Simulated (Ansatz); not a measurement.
**Cl₂F₂H₃NSi₂: one species, many methods**

How much do the methods differ for Cl₂F₂H₃NSi₂? The plan is to run it at one geometry with functionals of several rungs and with coupled cluster. The yardstick is the atomisation energy at the CCSD(T) limit.

Method: functionals in def2-TZVPP, the program's frozen cores in correlated methods; program: Ansatz 0.2.0, Gaussian basis.

Levels to be run: PBE-D4, r2SCAN-D4, PBE0-D4, B3LYP-D4, ωB97X-V, ωB97M-V, B2PLYP; CCSD(T)/def2-TZVPP; MP2/def2-QZVPP; extrapolation to the limit.

### 1 The relaxed structure

The geometry comes from an earlier relaxation with PBE0-D4 in a triple-zeta def2 set; it is a stationary point, not always the lowest conformer.

10 atoms, charge 0, spin multiplicity 1.

Atoms are counted from 1 here; the program's logs count them from 0.

Bond lengths: F1–Si2 1.595 Å, Si2–N3 1.722 Å, Si2–H8 1.475 Å, Si2–H9 1.478 Å, N3–Si4 1.694 Å, N3–H10 1.012 Å, Si4–F5 1.581 Å, Si4–Cl6 2.026 Å, Si4–Cl7 2.023 Å. Angles: F1–Si2–N3 111.3°, F1–Si2–H8 107.5°, F1–Si2–H9 106.9°, N3–Si2–H8 109.5°, N3–Si2–H9 107.7°, H8–Si2–H9 113.9°, Si2–N3–Si4 130.3°, Si2–N3–H10 115.2°, Si4–N3–H10 114.4°, N3–Si4–F5 112.2°, N3–Si4–Cl6 110.4°, N3–Si4–Cl7 109.7°, F5–Si4–Cl6 106.1°, F5–Si4–Cl7 106.9°, Cl6–Si4–Cl7 111.5°.

### 2 PBE-D4 (GGA)

Contents of in.yaml:

```yaml
crystal:
  periodic: [false, false, false]
  atoms:
    - {symbol: F, position_ang: [-2.037081, 1.021867, 1.174548]}
    - {symbol: Si, position_ang: [-0.686367, 1.383108, 0.406179]}
    - {symbol: N, position_ang: [-0.168641, 0.081996, -0.596619]}
    - {symbol: Si, position_ang: [0.803341, -1.258417, -0.238857]}
    - {symbol: F, position_ang: [2.299884, -1.051716, -0.706423]}
    - {symbol: Cl, position_ang: [0.130436, -2.898859, -1.219580]}
    - {symbol: Cl, position_ang: [0.846881, -1.555675, 1.761434]}
    - {symbol: H, position_ang: [0.343056, 1.657784, 1.425661]}
    - {symbol: H, position_ang: [-0.984536, 2.535001, -0.470863]}
    - {symbol: H, position_ang: [-0.546982, 0.084930, -1.535479]}
basis:
  gaussian: {orbitals: def2-TZVPP}
hamiltonian: {xc: pbe, dispersion: d4}
output: {forces: true, orbitals: {seedname: orbitals}}
```

Started as:

```bash
> ansatz run in.yaml --threads 2 --pin off --events-out ev --progress --plain --max-ram 31744MiB --backend cuda --devices 0, --max-vram 18GiB
```

Further steps of the session: r2SCAN-D4 (meta-GGA); PBE0-D4 (hybrid); B3LYP-D4 (hybrid); ωB97X-V (range-separated); ωB97M-V (range-separated); B2PLYP (double hybrid); CCSD(T) in def2-TZVPP; MP2 in def2-QZVPP.

Q: Predict the results of all the runs planned. Wanted: atomisation energy, CCSD(T)/CBS; farthest; mean size of error, hybrid; mean size of error, range-separated; gap, smallest and largest; T1 diagnostic; triples share of the correlation energy.

**Answer**, as computed:

| quantity | value |
| --- | --- |
| atomisation energy, CCSD(T)/CBS | 39.310 eV |
| functionals within 0.197 eV (0.5 %) | PBE-D4, r2SCAN-D4, ωB97X-V, ωB97M-V |
| farthest | B2PLYP (-0.813 eV) |
| mean size of error, hybrid | 0.564 eV |
| mean size of error, range-separated | 0.048 eV |
| gap, smallest and largest | 6.78 eV (PBE-D4), 13.61 eV (ωB97X-V) |
| T1 diagnostic | 0.0107 |
| triples share of the correlation energy | 3.5 % |

**Reading.** PBE-D4 misses by +0.121 eV. Double hybrids carry the basis error of their MP2 part in triple zeta, and no dispersion term here, so their miss is partly the set-up's. The reference freezes the cores and leaves out relativity and excitations past (T), so misses under about 0.197 eV can't be ranked. Hartree-Fock recovers 73 % of the binding; the rest is correlation. The gap grows from 6.8 to 13.6 eV across the functionals, mostly with the share of exact exchange.
